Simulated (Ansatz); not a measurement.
# HfMoC2 (P4/mmm) in Ansatz: notebook

The runs below take HfMoC2 through band structure, with PBEsol.

All numbers are computed with Ansatz 0.2.0; they aren't measurements. Logs are shortened: lines on timing, memory, paths and dates and some standing lists are left out, and cuts for length are marked.

## Step 1: The cell of the first run

Symmetry: P4/mmm, No. 123, tetragonal system. The conventional cell has a = 3.191 Å, b = 3.191 Å, c = 4.485 Å, α = 90.00°, β = 90.00°, γ = 90.00°. Hf (site symmetry 4/mmm) has 6 C at 2.24 to 2.26 Å as nearest neighbours. Mo (site symmetry 4/mmm) has 6 C at 2.24 to 2.26 Å as nearest neighbours. C (site symmetry 4/mmm) has 2 Mo at 2.24 Å and 4 Hf at 2.26 Å as nearest neighbours. C (site symmetry 4/mmm) has 2 Hf at 2.24 Å and 4 Mo at 2.26 Å as nearest neighbours.

The cell comes from a database or a generator and needn't be the stable form of this composition.

## Step 2: Band structure, PBEsol (strain_z = 0)

File input.yaml:

```yaml
crystal:
  lattice:
    - [3.191423, 0.0, 0.0]
    - [0.0, 3.191423, 0.0]
    - [0.0, 0.0, 4.485164]
  atoms:
    - { symbol: Hf, position: [0.0, 0.0, 0.0] }
    - { symbol: Mo, position: [0.5, 0.5, 0.5] }
    - { symbol: C, position: [0.5, 0.5, 0.0] }
    - { symbol: C, position: [0.0, 0.0, 0.5] }
kpoints:
  mp_grid: { grid: [8, 8, 6] }
  band_path:
    path:
      - [0.0, 0.0, 0.0]
      - [0.0, 0.5, 0.0]
      - [0.5, 0.5, 0.0]
      - [0.0, 0.0, 0.0]
      - [0.0, 0.0, 0.5]
      - [0.0, 0.5, 0.5]
      - [0.5, 0.5, 0.5]
      - [0.0, 0.0, 0.5]
    npoints: 12
scf:
  occupations: { method: fermi_dirac, width: 0.05 }
hamiltonian:
  xc: pbesol
  pseudopotentials: { kind: all_electron, lapw: { basis_error: 0.002 } }
output:
  forces: true
  stress: true
  eigenvalues: true
```

Potentials or basis: all-electron LAPW, scalar-relativistic.

The run is started by

```bash
ansatz run input.yaml --threads 2 --pin off --max-ram 8192MiB --backend cpu --events-out ev --progress --plain --runs-dir out
```

What it wrote:

```text
Warning: RAYON_NUM_THREADS=2 ignored (pool sized by the plan → 2); use --threads N
LAPW: plane waves up to 8.896 Å⁻¹, error target 2.0e-3 eV per atom; small_component_spin mean_spin; C in spheres of 0.913 Å, 6 of its electrons in bands, Dirac shells []; Mo in spheres of 1.330 Å, 30 of its electrons in bands, Dirac shells []; Hf in spheres of 1.330 Å, 42 of its electrons in bands, Dirac shells [] (how accurate: hamiltonian.pseudopotentials.lapw.basis_error, Limitations)
Engine: ansatz 0.2.0, x86_64-unknown-linux-gnu
Pseudopotentials: kind: all_electron
Pseudopotential: Hf, LAPW, valence charge 42, lapw/all_electron/scalar/gaussian/Hf, Koelling and Harmon's equation, gaussian nucleus
Pseudopotential: Mo, LAPW, valence charge 30, lapw/all_electron/scalar/gaussian/Mo, Koelling and Harmon's equation, gaussian nucleus
Pseudopotential: C, LAPW, valence charge 6, lapw/all_electron/scalar/gaussian/C, Koelling and Harmon's equation, gaussian nucleus
Functional definition: PBEsol
  exchange = pbesol_x
  correlation = pbesol_c
Crystal: 4 atoms, lattice volume = 45.682 Å³
Basis set: ecut = 301.4895845453339 eV, 537 PW (Γ), exchange–correlation at level 2
Bands: 51, of which v1, the nominal top of the filled ones, is band 42 counted from 1 (41 counted from 0)
Symmetry: 16 space group operations
Space group: P4/mmm (ITA 123), of the structure as read, at distance tolerance 3.6e-5 Å
k-points: 60 of 384
Non-local potential: Hf, projectors of the file, none
Non-local potential: Mo, projectors of the file, none
Non-local potential: C, projectors of the file, none
Initial density: superposition of atomic densities (chi_scale 0.1, normalization cell, long waves kept (reshape's long-wave potential 0.00 eV rms))
Initial wavefunctions: plane waves of lowest kinetic energy (no species holds an atomic orbital)
Functional: x = pbesol(κ = 0.804, μ = 0.12345679012345678), c = pbesol(β = 0.046)
iter 1 solved again at ethr=2.49e-2 eV; its pass at ethr=1.00e-1 eV (dr2=2.09e1 eV) is discarded
SCF iter   1: F=—  HF=-522320.233612 eV  |F-HF|=—  |Δ(HF+E_count)|=         —  Δρ=1.70e-1  dr2=2.09e1  ethr=2.49e-2  ⟨swp⟩=2.0  Hψ=18448  notcnv=0
preconditioner: auto → Kerker (q_TF=auto, 3.020 Å⁻¹)  [metal: Δε(μ)=0.043 eV  Ē_g=19.067 eV  σ=0.050 eV  W_gap=0.20  n_scr=20 (ndim 8)  ℏωp=36.4 eV  f_vac=0.000  D(μ)=2.18/eV (n_scr^D=20)]
iter 2 solved again at ethr=1.49e-3 eV; its pass at ethr=2.49e-2 eV (dr2=1.25e0 eV) is discarded
SCF iter   2: F=—  HF=-522314.015357 eV  |F-HF|=—  |Δ(HF+E_count)|=    6.22e0  Δρ=4.49e-2  dr2=1.25e0  ethr=1.49e-3  ⟨swp⟩=2.0  Hψ=15380  notcnv=0
SCF iter   3: F=—  HF=-522313.374914 eV  |F-HF|=—  |Δ(HF+E_count)|=   6.40e-1  Δρ=4.02e-2  dr2=1.20e0  ethr=1.49e-3  ⟨swp⟩=3.0  Hψ=9081  notcnv=0
SCF iter   4: F=—  HF=-522313.205749 eV  |F-HF|=—  |Δ(HF+E_count)|=         —  Δρ=1.35e-2  dr2=1.07e-1  ethr=1.43e-3  ⟨swp⟩=2.0  Hψ=8393  notcnv=0
the basis was enlarged: its passes take 492.6 KiB over the memory plan, 2 of 2 planned eigensolver slots
SCF iter   5: F=—  HF=-522313.203308 eV  |F-HF|=—  |Δ(HF+E_count)|=   2.44e-3  Δρ=5.39e-3  dr2=1.23e-2  ethr=1.28e-4  ⟨swp⟩=2.9  Hψ=9491  notcnv=0
SCF iter   6: F=—  HF=-522313.183900 eV  |F-HF|=—  |Δ(HF+E_count)|=   1.94e-2  Δρ=2.89e-3  dr2=3.28e-3  ethr=1.47e-5  ⟨swp⟩=2.4  Hψ=9007  notcnv=0
SCF iter   7: F=—  HF=-522313.183429 eV  |F-HF|=—  |Δ(HF+E_count)|=   4.71e-4  Δρ=1.85e-3  dr2=3.26e-3  ethr=3.90e-6  ⟨swp⟩=2.9  Hψ=9068  notcnv=0
SCF iter   8: F=—  HF=-522313.182879 eV  |F-HF|=—  |Δ(HF+E_count)|=   5.50e-4  Δρ=1.03e-3  dr2=1.02e-3  ethr=3.88e-6  ⟨swp⟩=2.0  Hψ=8969  notcnv=0
SCF iter   9: F=—  HF=-522313.182668 eV  |F-HF|=—  |Δ(HF+E_count)|=   2.11e-4  Δρ=2.05e-4  dr2=2.70e-5  ethr=1.21e-6  ⟨swp⟩=2.0  Hψ=8969  notcnv=0
SCF iter  10: F=—  HF=-522313.182660 eV  |F-HF|=—  |Δ(HF+E_count)|=   8.60e-6  Δρ=8.21e-5  dr2=4.77e-6  ethr=3.21e-8  ⟨swp⟩=2.0  Hψ=8969  notcnv=0
SCF iter  11: F=—  HF=-522313.182658 eV  |F-HF|=—  |Δ(HF+E_count)|=   1.88e-6  Δρ=3.12e-5  dr2=4.84e-7  ethr=5.68e-9  ⟨swp⟩=2.0  Hψ=8969  notcnv=0
SCF iter  12: F=-522313.182658 eV  HF=-522313.182658 eV  |F-HF|=7.01e-8  |Δ(HF+E_count)|=   6.97e-8  Δρ=1.16e-5  dr2=6.96e-8  ethr=5.76e-10  ⟨swp⟩=3.0  Hψ=9257  notcnv=0
SCF 1 converged in 12 iterations: F = -522313.182658 eV  dr2 = 6.96e-8
NSCF: frozen V_eff on 85 k-points
SCF converged after 12 iterations
Free energy (F): -522313.182658 eV
Harris-Foulkes:  -522313.182658 eV  (|F-HF|=7.01e-8)
Internal energy: -522313.170777 eV  (E = F + TS)
E sigma→0 (E₀):  -522313.176717 eV
Entropy (-TS):   -0.011881 eV (-2.970 meV/atom)
Fermi energy:    21.450343 eV
--- Per-component energies (eV) ---
  E_band       = -8846.962711
  E_kinetic    = 572460.950083
  E_xc         = -11888.071928
  E_electrostatic = -1082886.048932  (all electrons and nuclei)
  E_smearing   = -0.011881  (= −TS)
  E_closure    = 0.000000  (closes the sum)
  E_atoms      = -522272.525377  (free atoms, spherical and without spin; not in F)
  Σ components = -522313.182658   (vs F -522313.182658, Δ=0.00e0)
  Basis errors (estimates in eV, not in F): energy 5.8e-4 per atom: plane waves 5.3e-4 (3.0e-4 summed), levels above the bands 9.6e-69, relativity 2.8e-8, radial functions 5.3e-5, core shells 3.5e-7; eigenvalues (radial functions only) 8.1e-6; not estimated: angular momenta, meshes, grids; target (lapw.basis_error) 2.0e-3; muffin-tin radii C 0.913 Å, Mo 1.330 Å, Hf 1.330 Å
--- Forces (eV/Å), atoms counted from 1 ---
  atom   1  Hf    -0.00000000     0.00000000     0.00000000
  atom   2  Mo    -0.00000000     0.00000000     0.00000000
  atom   3  C      0.00000000    -0.00000000     0.00000000
  atom   4  C     -0.00000000     0.00000000     0.00000000
  max |Σ_I F_I| component: 2.15e-29 eV/Å
--- Stress (GPa, compression-positive) ---
       -7.472328       0.000000       0.000000
        0.000000      -7.472328       0.000000
        0.000000       0.000000     -11.864689
  P = ⅓ Tr σ = -8.9364 GPa (-89.364 kbar)
--- Band table (eV; the first three rows and the last of 60) ---
  k-point 0: bands = ["-355.2041", "-355.2041", "-355.1733", "-351.1499", "-351.1339", "-351.1339", "-243.2224", "-242.6742", "-197.3786", "-197.3766", "-197.3569", "-197.3471", "-197.3471", "-179.2291", "-179.2291", "-179.2182", "-179.2132", "-179.2050", "-40.4670", "-39.9899", "-14.5417", "-14.4731", "-14.4731", "-8.8961", "-8.6004", "-8.6004", "7.9304", "9.6927", "10.0286", "10.0402", "10.0402", "10.0520", "10.0840", "10.0894", "10.0894", "17.4073", "17.6877", "20.0848", "20.0848", "20.2646", "20.2646", "21.0293", "21.0481", "21.5873", "21.6222", "21.6222", "21.8695", "25.5679", "26.0058", "26.0058", "28.6167"]
  k-point 1: bands = ["-355.2041", "-355.2041", "-355.1733", "-351.1499", "-351.1339", "-351.1339", "-243.2224", "-242.6742", "-197.3786", "-197.3766", "-197.3569", "-197.3471", "-197.3471", "-179.2291", "-179.2291", "-179.2182", "-179.2133", "-179.2050", "-40.4661", "-39.9908", "-14.5404", "-14.4727", "-14.4727", "-8.9081", "-8.6011", "-8.6011", "8.1668", "9.7179", "10.0406", "10.0406", "10.0512", "10.0838", "10.0844", "10.0897", "10.0897", "17.1442", "17.5144", "19.4859", "19.7706", "19.7706", "20.1294", "20.1294", "20.7872", "21.0761", "22.1706", "22.1706", "23.8309", "25.4995", "26.1714", "26.1714", "29.0223"]
  k-point 2: bands = ["-355.2041", "-355.2041", "-355.1733", "-351.1499", "-351.1339", "-351.1339", "-243.2224", "-242.6742", "-197.3786", "-197.3766", "-197.3569", "-197.3471", "-197.3471", "-179.2291", "-179.2291", "-179.2182", "-179.2133", "-179.2050", "-40.4645", "-39.9925", "-14.5378", "-14.4717", "-14.4717", "-8.9318", "-8.6026", "-8.6026", "8.7767", "9.6973", "10.0413", "10.0413", "10.0497", "10.0833", "10.0905", "10.0905", "10.1828", "16.3014", "17.5691", "17.7749", "19.4161", "19.4161", "19.8489", "19.8489", "20.2775", "21.1340", "23.1070", "23.1070", "25.2892", "25.3624", "26.3975", "26.3975", "28.7626"]
  k-point 59: bands = ["-355.2041", "-355.2041", "-355.1733", "-351.1499", "-351.1339", "-351.1339", "-243.2224", "-242.6742", "-197.3786", "-197.3766", "-197.3569", "-197.3471", "-197.3471", "-179.2291", "-179.2291", "-179.2182", "-179.2132", "-179.2050", "-40.4276", "-39.9515", "-14.6832", "-14.6832", "-14.4890", "-9.0183", "-9.0183", "-8.8395", "9.8247", "10.0387", "10.0462", "10.0462", "10.0915", "10.0923", "10.0923", "10.5871", "10.7014", "16.7658", "17.1110", "17.1110", "17.2354", "17.2374", "17.2374", "22.5778", "22.5778", "22.8716", "24.5214", "24.5214", "25.0314", "25.0718", "28.1681", "28.5753", "29.9490"]
```

It took 17 s on 2 threads of AMD EPYC 9R45 (Zen 5), shared host; peak memory 0.64 GiB.

Results:

| Property | Result |
| --- | --- |
| Free energy | -522313.1827 eV |
| Pressure | -8.9 GPa |
| Band gap along the path | none (metal or under the smearing width) |

Stress tensor (GPa, compression positive):
```
 -7.47   0.00   0.00
  0.00  -7.47   0.00
  0.00   0.00 -11.86
```

Levels at the corners of the path, in eV from the Fermi level:
```
point  band 40  band 41  band 42  band 43  band 44  band 45
    Γ    -1.19    -1.19    -0.42    -0.40     0.14     0.17
    X    -3.82    -3.71    -0.40     0.97     2.25     3.16
    M    -1.23    -1.01    -1.01    -0.92     1.08     1.42
    Γ    -1.19    -1.19    -0.42    -0.40     0.14     0.17
    Z    -2.15    -1.74    -1.74    -1.46    -0.29     2.14
    R    -4.37    -4.27     1.02     1.08     1.76     4.50
    A    -4.21    -4.21     1.13     1.13     1.42     3.07
    Z    -2.15    -1.74    -1.74    -1.46    -0.29     2.14
```

Caveat: spin-orbit coupling is left out, which moves the levels of the heavy elements.

## Step 3: Band structure, PBEsol, 10.96 Å³/atom (strain_z = -0.04)

Edit input.yaml of step 2 so:

```diff
@@ -4,3 +4,3 @@
     - [0.0, 3.191423, 0.0]
-    - [0.0, 0.0, 4.485164]
+    - [0.0, 0.0, 4.30575744]
   atoms:
```

Potentials or basis: all-electron LAPW, scalar-relativistic.

The run is started by

```bash
ansatz run input.yaml --threads 2 --pin off --max-ram 8192MiB --backend cpu --events-out ev --progress --plain --runs-dir out
```

What it wrote:

```text
Warning: RAYON_NUM_THREADS=2 ignored (pool sized by the plan → 2); use --threads N
[... 70 lines left out ...]
  k-point 2: bands = ["-354.1148", "-354.1148", "-354.0701", "-350.0165", "-350.0131", "-350.0131", "-242.1302", "-241.5891", "-196.2920", "-196.2888", "-196.2555", "-196.2503", "-196.2503", "-178.0985", "-178.0985", "-178.0934", "-178.0858", "-178.0845", "-39.4303", "-38.8799", "-13.5368", "-13.4647", "-13.4647", "-7.9052", "-7.5310", "-7.5310", "9.6826", "10.6501", "11.1548", "11.1548", "11.1716", "11.2058", "11.2128", "11.2128", "11.3061", "17.1696", "18.4265", "18.6189", "20.0630", "20.0630", "20.5218", "20.5218", "21.2701", "22.0496", "24.3763", "24.3763", "26.3410", "26.4123", "27.8313", "27.8313", "29.7680"]
  k-point 59: bands = ["-354.1148", "-354.1148", "-354.0701", "-350.0165", "-350.0131", "-350.0131", "-242.1302", "-241.5891", "-196.2920", "-196.2888", "-196.2555", "-196.2503", "-196.2503", "-178.0985", "-178.0985", "-178.0934", "-178.0858", "-178.0845", "-39.3925", "-38.8386", "-13.6792", "-13.6792", "-13.4868", "-7.9547", "-7.9547", "-7.8154", "10.8496", "11.1574", "11.1731", "11.1731", "11.2047", "11.2047", "11.2161", "11.5478", "11.8311", "17.3778", "17.7999", "17.7999", "17.9028", "17.9399", "17.9399", "23.8357", "24.0245", "24.0245", "26.0095", "26.0804", "26.0804", "26.2729", "29.1775", "29.5738", "30.9160"]
```

bands.tsv:

```text
# k_distance	band_0	band_1	band_2	band_3	band_4	band_5	band_6	band_7	band_8	band_9	band_10	band_11	band_12	band_13	band_14	band_15	band_16	band_17	band_18	band_19	band_20	band_21	band_22	band_23	band_24	band_25	band_26	band_27	band_28	band_29	band_30	band_31	band_32	band_33	band_34	band_35	band_36	band_37	band_38	band_39	band_40	band_41	band_42	band_43	band_44	band_45	band_46	band_47	band_48	band_49	band_50
[... 97 lines left out ...]
7.451435	-376.578846	-376.578846	-376.534155	-372.480542	-372.477148	-372.477148	-264.594272	-264.053140	-218.756068	-218.752857	-218.719498	-218.714356	-218.714356	-200.562509	-200.562509	-200.557406	-200.549836	-200.548566	-61.893119	-61.345289	-35.999489	-35.927925	-35.927925	-30.386780	-29.996177	-29.996177	-12.045186	-12.044121	-11.309154	-11.309154	-11.293688	-11.258604	-11.249850	-11.249850	-11.127268	-5.603153	-5.131976	-3.622767	-2.540140	-2.540140	-2.123404	-2.123404	-1.562533	-0.368922	2.525643	2.525643	3.776453	4.520462	5.450272	5.450272	6.800258
```

Run time: 17 s. Hardware: 2 threads of AMD EPYC 9R45 (Zen 5), shared host; peak memory 0.65 GiB.

What came out:

```yaml
Free_energy: -522313.1617 eV
Pressure: 3.7 GPa
Band_gap_along_the_path: none (metal or under the smearing width)
```

Caveat: spin-orbit coupling is left out, which moves the levels of the heavy elements.

## Step 4: Band structure, PBEsol, 11.19 Å³/atom (strain_z = -0.02)

Edit input.yaml of step 3 so:

```diff
@@ -4,3 +4,3 @@
     - [0.0, 3.191423, 0.0]
-    - [0.0, 0.0, 4.30575744]
+    - [0.0, 0.0, 4.39546072]
   atoms:
```

The run is started by

```bash
ansatz run input.yaml --threads 2 --pin off --max-ram 8192MiB --backend cpu --events-out ev --progress --plain --runs-dir out
```

Run time: 16 s. Hardware: 2 threads of AMD EPYC 9R45 (Zen 5), shared host; peak memory 0.64 GiB.

Results (log left out):

- Free energy: -522313.2146 eV
- Pressure: -3.2 GPa
- Band gap along the path: none (metal or under the smearing width)

Caveat: spin-orbit coupling is left out, which moves the levels of the heavy elements.
